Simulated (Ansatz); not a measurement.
# C2H2BF: small, medium and large basis sets

One table from this session's results is given with a row withheld; the runs are named, their logs left out.

Computed with Ansatz 0.2.0, Gaussian basis. Level: one geometry, several basis sets.

Plan: PBE0-D4/def2-SVP; ωB97M-V/def2-SVP; PBE0-D4/def2-QZVPP; ωB97M-V/def2-QZVPP; the functionals' def2-TZVPP values are taken from earlier runs.

### The relaxed structure

The geometry comes from an earlier relaxation with PBE0-D4 in a triple-zeta def2 set; it is a stationary point.

6 atoms, charge 0, spin multiplicity 1.

Atoms are counted from 1 here; the program's logs count them from 0.

Bond lengths: B1–C2 1.496 Å, B1–H5 1.194 Å, B1–H6 1.194 Å, C2–C3 1.207 Å, C3–F4 1.264 Å. Angles: C2–B1–H5 119.9°, C2–B1–H6 119.9°, H5–B1–H6 120.2°, B1–C2–C3 180.0°, C2–C3–F4 180.0°.

The first run:

Input file in.yaml:

```yaml
crystal:
  periodic: [false, false, false]
  atoms:
    - {symbol: B, position_ang: [-0.662749, 0.885081, -0.325547]}
    - {symbol: C, position_ang: [0.199012, -0.267789, 0.083625]}
    - {symbol: C, position_ang: [0.894168, -1.197395, 0.413298]}
    - {symbol: F, position_ang: [1.622870, -2.170986, 0.758923]}
    - {symbol: H, position_ang: [-1.083052, 0.947419, -1.441167]}
    - {symbol: H, position_ang: [-0.928050, 1.739671, 0.464669]}
basis:
  gaussian: {orbitals: def2-SVP}
hamiltonian: {xc: pbe0, dispersion: d4}
output: {orbitals: {seedname: orbitals}}
```

On the command line:

```
$ ansatz run in.yaml --threads 2 --pin off --events-out ev --progress --plain --max-ram 4352MiB
```

Steps of the session up to this table: PBE0-D4 in def2-SVP; ωB97M-V in def2-SVP; PBE0-D4 in def2-QZVPP; ωB97M-V in def2-QZVPP.

One table of the session follows, with a row left open; its other results are not shown here.

It belongs to the step «Functionals by basis». 

```
functional       basis  HOMO (eV)  LUMO (eV)
   PBE0-D4    def2-SVP          ?          ?
   PBE0-D4  def2-TZVPP      -7.96      -2.21
   PBE0-D4  def2-QZVPP      -7.97      -2.22
   ωB97M-V    def2-SVP     -10.11      -0.05
   ωB97M-V  def2-TZVPP     -10.19      -0.20
   ωB97M-V  def2-QZVPP     -10.20      -0.25
```

Estimate the missing values for PBE0-D4, def2-SVP.

The run gave: HOMO (eV): -7.91; LUMO (eV): -2.15. In the column «HOMO (eV)» it is the highest.
